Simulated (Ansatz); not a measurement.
# GaCl4−: an energy map over bond length Ga2–Cl4 and bond length Ga2–Cl5

A grid of calculations on Cl₄Ga, SMILES [Cl][Ga-]([Cl])([Cl])[Cl], charge −1, to see where the energy is lowest and how it rises around there.

Computed with Ansatz 0.2.0. Level: RKS PBE0-D4/def2-SVPD.

### 1 The system as given

SMILES `[Cl][Ga-]([Cl])([Cl])[Cl]`, 5 atoms, charge -1, spin multiplicity 1.

Atoms are counted from 1 here; the program's logs count them from 0.

Bond lengths: Cl1–Ga2 2.233 Å, Ga2–Cl3 2.233 Å, Ga2–Cl4 2.233 Å, Ga2–Cl5 2.233 Å. Angles: Cl1–Ga2–Cl3 109.5°, Cl1–Ga2–Cl4 109.5°, Cl1–Ga2–Cl5 109.5°, Cl3–Ga2–Cl4 109.5°, Cl3–Ga2–Cl5 109.5°, Cl4–Ga2–Cl5 109.5°.

Coordinates:

```xyz
5
Cl4Ga
Cl   -1.0354   -0.0909    1.9767
Ga    0.0000    0.0000    0.0000
Cl    1.7289   -1.4137   -0.0004
Cl   -1.4304   -0.5728   -1.6167
Cl    0.7369    2.0773   -0.3596
```

This geometry comes from a loose relaxation at PBE in a small basis, which is not shown.

### 2 The minimum at this level

The input, input.yaml:

```yaml
crystal:
  periodic: [false, false, false]
  atoms:
    - { symbol: Cl, position_ang: [-1.035422, -0.090855, 1.976668] }
    - { symbol: Ga, position_ang: [-5.0e-06, -2.0e-06, 2.0e-06] }
    - { symbol: Cl, position_ang: [1.72889, -1.41368, -0.000415] }
    - { symbol: Cl, position_ang: [-1.430352, -0.572777, -1.616673] }
    - { symbol: Cl, position_ang: [0.736879, 2.077314, -0.359582] }
total_charge: -1
basis:
  gaussian: { orbitals: def2-SVPD }
hamiltonian:
  xc: pbe0
  dispersion: d4
output:
  forces: true
relax:
  f_tol: 0.003
  max_steps: 120
```

The run is started by

```console
> ansatz run input.yaml --threads 1 --pin off --max-ram 2560MiB --backend cpu --events-out ev --progress --plain --runs-dir out
```

What it wrote:

```text
Warning: RAYON_NUM_THREADS=1 ignored (pool sized by the plan → 1); use --threads N
The last accepted step is kept in <dir> (removed where the run ends without a failure and the disk answers)
Engine: ansatz 0.2.0, x86_64-unknown-linux-gnu
Functional definition: PBE0
  parameter a = 0.25
  parameter kappa = 0.804
  parameter beta = 0.06672455060314922
  exchange = (1 - a)*pbe_x(kappa = kappa, mu = beta*pi^2/3) + a*exact_x
  correlation = pbe_c(beta = beta)
1432 factors; integrals over basis functions are off by at most 2.8e-4 eV
mean field evaluation 1: about -102431.7607 eV, gradient 2.8e1 eV
mean field evaluation 2: about -102430.1843 eV, gradient 4.2e1 eV
mean field evaluation 4: about -102433.2159 eV, gradient 4.4e-1 eV
mean field evaluation 8: about -102433.2247 eV, gradient 2.3e-3 eV
mean field -102433.22470740 eV, -3764.3515762636 hartree, gradient 9.6e-6 eV, S^2 0.000000; 0 other end points of the search recorded, 0 dependent functions left out
the calculation of the forces begins
reference -102433.22474069 eV, -3764.3515774869 hartree; 50, 50 occupied and 96, 96 virtual orbitals, 1432 factors
relax step   1: F+E_penalty+E_count = -102433.44402592 eV  Δ(F+E_penalty+E_count) = +0.000e0 eV  max|allowed force component| = 2.385e-1 eV/Å  Δτ_max = 0.0000 Å  (22 SCF iters, accepted)
these checks for a lower state are left out or cut short: starts, cluster_reference, orbital_swaps, neighbouring_geometries, increment
1432 factors; integrals over basis functions are off by at most 3.0e-4 eV
mean field evaluation 16: about -102433.2324 eV, gradient 1.2e-5 eV
mean field -102433.23240432 eV, -3764.3518591200 hartree, gradient 6.0e-6 eV, S^2 0.000000; 0 other end points of the search recorded, 0 dependent functions left out
the calculation of the forces begins
reference -102433.23243748 eV, -3764.3518603388 hartree; 50, 50 occupied and 96, 96 virtual orbitals, 1432 factors
relax step   2: F+E_penalty+E_count = -102433.45359799 eV  Δ(F+E_penalty+E_count) = -9.572e-3 eV  max|allowed force component| = 4.165e-2 eV/Å  Δτ_max = 0.0158 Å  (28 SCF iters, accepted)
these checks for a lower state are left out or cut short: starts, cluster_reference, orbital_swaps, neighbouring_geometries, increment
1432 factors; integrals over basis functions are off by at most 3.1e-4 eV
mean field -102433.23230482 eV, -3764.3518554635 hartree, gradient 1.6e-5 eV, S^2 0.000000; 0 other end points of the search recorded, 0 dependent functions left out
the calculation of the forces begins
reference -102433.23233796 eV, -3764.3518566814 hartree; 50, 50 occupied and 96, 96 virtual orbitals, 1432 factors
relax step   3: F+E_penalty+E_count = -102433.45388479 eV  Δ(F+E_penalty+E_count) = -2.868e-4 eV  max|allowed force component| = 9.294e-4 eV/Å  Δτ_max = 0.0033 Å  (22 SCF iters, accepted)
1432 factors; integrals over basis functions are off by at most 3.1e-4 eV
mean field evaluation 32: about -102433.2319 eV, gradient 4.1e-1 eV
mean field -102433.23230482 eV, -3764.3518554635 hartree, gradient 1.6e-5 eV, S^2 0.000000; 1 other end points of the search recorded, 0 dependent functions left out
the calculation of the forces begins
reference -102433.23233796 eV, -3764.3518566814 hartree; 50, 50 occupied and 96, 96 virtual orbitals, 1432 factors
Total energy: -102433.45391793 eV, -3764.3599995950 hartree
Atom 0 at    -1.026612    -0.090087     1.959826 Å, force    -0.000462    -0.000040     0.000883 eV/Å
Atom 1 at    -0.000002     0.000000     0.000000 Å, force    -0.000004    -0.000005    -0.000006 eV/Å
Atom 2 at     1.714164    -1.401640    -0.000414 Å, force     0.000771    -0.000630     0.000000 eV/Å
Atom 3 at    -1.418169    -0.567900    -1.602890 Å, force    -0.000635    -0.000254    -0.000717 eV/Å
Atom 4 at     0.730608     2.059626    -0.356523 Å, force     0.000330     0.000929    -0.000160 eV/Å
Dipole moment:     0.000000     0.000001     0.000001 e Å
```

Wall time 23 s (1 thread of Intel Xeon 6975P-C (Granite Rapids), shared host); peak memory 0.46 GiB.

The steps of the relaxation:

```
step  energy from step 1 (eV)  largest force component (eV/Å)
   1                   0.0000                          0.2385
   2                  -0.0096                          0.0416
   3                  -0.0099                          0.0009
```

Distances of close pairs at the start and the end, largest changes first:

```
   bond  before (Å)  after (Å)  change (Å)
Ga2–Cl4       2.233      2.214      -0.019
Ga2–Cl3       2.233      2.214      -0.019
Cl1–Ga2       2.233      2.214      -0.019
Ga2–Cl5       2.233      2.214      -0.019
```

### 3 The grid

The axes are (1) bond length Ga2–Cl4: 9 values from 1.904 to 3.100 Å; (2) bond length Ga2–Cl5: 9 values from 1.816 to 3.321 Å.

Nothing else is relaxed (all other coordinates rigid). Energies count from the relaxed molecule at the same level. Points are written as (first, second).

Of the runs on the grid, 3 are shown in the steps below; the others differ only in the two coordinates.

### 4 The run at (2.203 Å, 2.192 Å)

The input, input.yaml:

```yaml
crystal:
  periodic: [false, false, false]
  atoms:
    - { symbol: Cl, position_ang: [-1.026612, -0.090087, 1.959826] }
    - { symbol: Ga, position_ang: [-2.0e-06, 0.0, 0.0] }
    - { symbol: Cl, position_ang: [1.714164, -1.40164, -0.000414] }
    - { symbol: Cl, position_ang: [-1.410955, -0.565011, -1.594736] }
    - { symbol: Cl, position_ang: [0.723262, 2.038918, -0.352939] }
total_charge: -1
basis:
  gaussian: { orbitals: def2-SVPD }
hamiltonian:
  xc: pbe0
  dispersion: d4
output:
  forces: true
```

The run is started by

```console
> ansatz run input.yaml --threads 1 --pin off --max-ram 2560MiB --backend cpu --events-out ev --progress --plain --runs-dir out
```

What it wrote:

```text
Warning: RAYON_NUM_THREADS=1 ignored (pool sized by the plan → 1); use --threads N
[... 7 set-up lines as earlier in the session ...]
1341 factors; integrals over basis functions are off by at most 3.1e-4 eV
mean field evaluation 1: about -102431.8023 eV, gradient 2.8e1 eV
mean field evaluation 2: about -102430.3380 eV, gradient 4.1e1 eV
mean field evaluation 4: about -102433.2018 eV, gradient 6.5e-1 eV
mean field evaluation 8: about -102433.2273 eV, gradient 1.1e-2 eV
mean field -102433.22725443 eV, -3764.3516698650 hartree, gradient 4.1e-5 eV, S^2 0.000000; 0 other end points of the search recorded, 0 dependent functions left out
the calculation of the forces begins
reference -102433.22728750 eV, -3764.3516710804 hartree; 50, 50 occupied and 96, 96 virtual orbitals, 1341 factors
Total energy: -102433.44985236 eV, -3764.3598501880 hartree
Atom 0 at    -1.026612    -0.090087     1.959826 Å, force    -0.009768    -0.008396     0.023441 eV/Å
Atom 1 at    -0.000002     0.000000     0.000000 Å, force    -0.003541    -0.191079     0.122891 eV/Å
Atom 2 at     1.714164    -1.401640    -0.000414 Å, force     0.016103    -0.020779     0.004938 eV/Å
Atom 3 at    -1.410955    -0.565011    -1.594736 Å, force    -0.100711    -0.048053    -0.108662 eV/Å
Atom 4 at     0.723262     2.038918    -0.352939 Å, force     0.097917     0.268307    -0.042608 eV/Å
Dipole moment:     0.000114     0.018194    -0.012014 e Å
```

Run time: 5.6 s. Hardware: 1 thread of Intel Xeon 6975P-C (Granite Rapids), shared host; peak memory 0.42 GiB.

Energy on the map's scale: 0.39 kJ/mol.

### 5 The run at (2.502 Å, 3.321 Å)

input.yaml, as its differences from that of step 4:

```diff
@@ -6,4 +6,4 @@
     - { symbol: Cl, position_ang: [1.714164, -1.40164, -0.000414] }
-    - { symbol: Cl, position_ang: [-1.410955, -0.565011, -1.594736] }
-    - { symbol: Cl, position_ang: [0.723262, 2.038918, -0.352939] }
+    - { symbol: Cl, position_ang: [-1.602455, -0.641696, -1.81118] }
+    - { symbol: Cl, position_ang: [1.095782, 3.089073, -0.534722] }
 total_charge: -1
```

The run is started by

```console
> ansatz run input.yaml --threads 1 --pin off --max-ram 2560MiB --backend cpu --events-out ev --progress --plain --runs-dir out
```

What it wrote:

```text
Warning: RAYON_NUM_THREADS=1 ignored (pool sized by the plan → 1); use --threads N
[... 7 set-up lines as earlier in the session ...]
1341 factors; integrals over basis functions are off by at most 2.4e-4 eV
mean field evaluation 1: about -102428.1497 eV, gradient 3.2e1 eV
mean field evaluation 2: about -102413.1503 eV, gradient 7.4e1 eV
mean field evaluation 4: about -102430.8754 eV, gradient 2.8e0 eV
mean field evaluation 8: about -102430.9137 eV, gradient 8.1e-2 eV
mean field evaluation 16: about -102430.9137 eV, gradient 4.1e-5 eV
mean field -102430.91370965 eV, -3764.2666486625 hartree, gradient 4.1e-5 eV, S^2 0.000000; 0 other end points of the search recorded, 0 dependent functions left out
the calculation of the forces begins
reference -102430.91374620 eV, -3764.2666500059 hartree; 50, 50 occupied and 96, 96 virtual orbitals, 1341 factors
Total energy: -102431.09101514 eV, -3764.2731645192 hartree
Atom 0 at    -1.026612    -0.090087     1.959826 Å, force     0.242860     0.262623    -0.528341 eV/Å
Atom 1 at    -0.000002     0.000000     0.000000 Å, force    -0.818510    -0.003069    -1.142372 eV/Å
Atom 2 at     1.714164    -1.401640    -0.000414 Å, force    -0.326005     0.534844    -0.121481 eV/Å
Atom 3 at    -1.602455    -0.641696    -1.811180 Å, force     1.436608     0.710102     1.533529 eV/Å
Atom 4 at     1.095782     3.089073    -0.534722 Å, force    -0.534952    -1.504499     0.258665 eV/Å
Dipole moment:    -0.211094    -1.028938     0.393292 e Å
```

It took 5.5 s on 1 thread of Intel Xeon 6975P-C (Granite Rapids), shared host; peak memory 0.41 GiB.

That is 228 kJ/mol from the zero.

### 6 The run at (3.100 Å, 2.004 Å)

input.yaml, as its differences from that of step 5:

```diff
@@ -6,4 +6,4 @@
     - { symbol: Cl, position_ang: [1.714164, -1.40164, -0.000414] }
-    - { symbol: Cl, position_ang: [-1.602455, -0.641696, -1.81118] }
-    - { symbol: Cl, position_ang: [1.095782, 3.089073, -0.534722] }
+    - { symbol: Cl, position_ang: [-1.985455, -0.795067, -2.244068] }
+    - { symbol: Cl, position_ang: [0.66123, 1.864048, -0.322668] }
 total_charge: -1
```

The run is started by

```console
> ansatz run input.yaml --threads 1 --pin off --max-ram 2560MiB --backend cpu --events-out ev --progress --plain --runs-dir out
```

What it wrote:

```text
Warning: RAYON_NUM_THREADS=1 ignored (pool sized by the plan → 1); use --threads N
[... 7 set-up lines as earlier in the session ...]
1341 factors; integrals over basis functions are off by at most 6.7e-4 eV
mean field evaluation 1: about -102429.2489 eV, gradient 3.1e1 eV
mean field evaluation 2: about -102423.3577 eV, gradient 5.8e1 eV
mean field evaluation 4: about -102431.4166 eV, gradient 2.3e0 eV
mean field evaluation 8: about -102431.4515 eV, gradient 7.8e-2 eV
mean field evaluation 16: about -102431.4515 eV, gradient 4.8e-5 eV
mean field -102431.45153184 eV, -3764.2864132635 hartree, gradient 4.8e-5 eV, S^2 0.000000; 0 other end points of the search recorded, 0 dependent functions left out
the calculation of the forces begins
reference -102431.45156710 eV, -3764.2864145593 hartree; 50, 50 occupied and 96, 96 virtual orbitals, 1341 factors
Total energy: -102431.64883355 eV, -3764.2936639676 hartree
Atom 0 at    -1.026612    -0.090087     1.959826 Å, force    -0.092892    -0.152875    -0.361686 eV/Å
Atom 1 at    -0.000002     0.000000     0.000000 Å, force    -1.623067    -3.566000     0.116586 eV/Å
Atom 2 at     1.714164    -1.401640    -0.000414 Å, force    -0.367459    -0.021485    -0.165311 eV/Å
Atom 3 at    -1.985455    -0.795067    -2.244068 Å, force     1.125543     0.445577     1.275591 eV/Å
Atom 4 at     0.661230     1.864048    -0.322668 Å, force     0.957875     3.294783    -0.865180 eV/Å
Dipole moment:     0.709739     0.439436     0.698328 e Å
```

Wall time 5.7 s (1 thread of Intel Xeon 6975P-C (Granite Rapids), shared host); peak memory 0.41 GiB.

On the map this point reads 174 kJ/mol.

### 7 Energy over the grid

81 points were computed. Energies in kJ/mol, from the relaxed molecule at the same level:

| bond length Ga2–Cl5 (Å) ↓, bond length Ga2–Cl4 (Å) → | 1.904 | 2.054 | 2.203 | 2.353 | 2.502 | 2.652 | 2.801 | 2.951 | 3.100 |
| --- | --- | --- | --- | --- | --- | --- | --- | --- | --- |
| 3.321 | 258 | 196 | 184 | 200 | 228 | 262 | 296 | 329 | 359 |
| 3.133 | 229 | 166 | 154 | 169 | 196 | 230 | 264 | 296 | 326 |
| 2.945 | 197 | 133 | 120 | 134 | 161 | 193 | 227 | 259 | 289 |
| 2.757 | 162 | 96 | 82 | 95 | 121 | 153 | 186 | 218 | 248 |
| 2.569 | 127 | 60 | 44 | 56 | 81 | 113 | 145 | 176 | 205 |
| 2.380 | 99 | 29 | 12 | 23 | 47 | 77 | 108 | 139 | 167 |
| 2.192 | 91 | 19 | 0 | 9 | 32 | 61 | 91 | 121 | 148 |
| 2.004 | 132 | 57 | 35 | 42 | 63 | 90 | 119 | 148 | 174 |
| 1.816 | 279 | 199 | 174 | 178 | 196 | 222 | 249 | 276 | 301 |

The largest force on an atom (eV/Å) at each point:

| bond length Ga2–Cl5 (Å) ↓, bond length Ga2–Cl4 (Å) → | 1.904 | 2.054 | 2.203 | 2.353 | 2.502 | 2.652 | 2.801 | 2.951 | 3.100 |
| --- | --- | --- | --- | --- | --- | --- | --- | --- | --- |
| 3.321 | 7.0 | 2.5 | 1.6 | 1.6 | 2.2 | 2.4 | 2.4 | 2.2 | 2.0 |
| 3.133 | 7.2 | 2.7 | 1.8 | 1.8 | 2.2 | 2.4 | 2.3 | 2.2 | 2.0 |
| 2.945 | 7.3 | 2.9 | 2.0 | 2.0 | 2.1 | 2.3 | 2.3 | 2.2 | 2.2 |
| 2.757 | 7.5 | 3.1 | 2.1 | 2.2 | 2.2 | 2.3 | 2.3 | 2.3 | 2.4 |
| 2.569 | 7.5 | 3.2 | 2.0 | 2.1 | 2.1 | 2.2 | 2.2 | 2.3 | 2.3 |
| 2.380 | 7.5 | 3.0 | 1.4 | 1.5 | 1.9 | 2.2 | 2.2 | 2.0 | 1.9 |
| 2.192 | 7.6 | 2.8 | 0.3 | 1.2 | 1.9 | 2.1 | 2.1 | 2.0 | 1.8 |
| 2.004 | 7.9 | 4.2 | 4.1 | 4.1 | 4.3 | 4.3 | 4.2 | 4.1 | 3.9 |
| 1.816 | 12.7 | 12.4 | 12.2 | 12.0 | 11.9 | 11.8 | 11.7 | 11.6 | 11.5 |

### 8 What came out

| quantity | value |
| --- | --- |
| lowest point | (2.203 Å, 2.192 Å), 0.39 kJ/mol |
| highest computed point | (3.100 Å, 3.321 Å), 359 kJ/mol above the lowest |
| largest force on an atom (eV/Å) | 0.3 at (2.203 Å, 2.192 Å) to 12.7 at (1.904 Å, 1.816 Å); 0.3 at the lowest point |
| time for the whole task | 8.1 min on 1 thread, shared host |

What this shows: The lowest computed point is at (2.203 Å, 2.192 Å), 0.39 kJ/mol from the relaxed molecule at the same level. The grid shows no other well, apart from its symmetry copies. The highest computed point, (3.100 Å, 3.321 Å), lies 359 kJ/mol above the lowest. Round the minimum the two coordinates are nearly uncoupled.
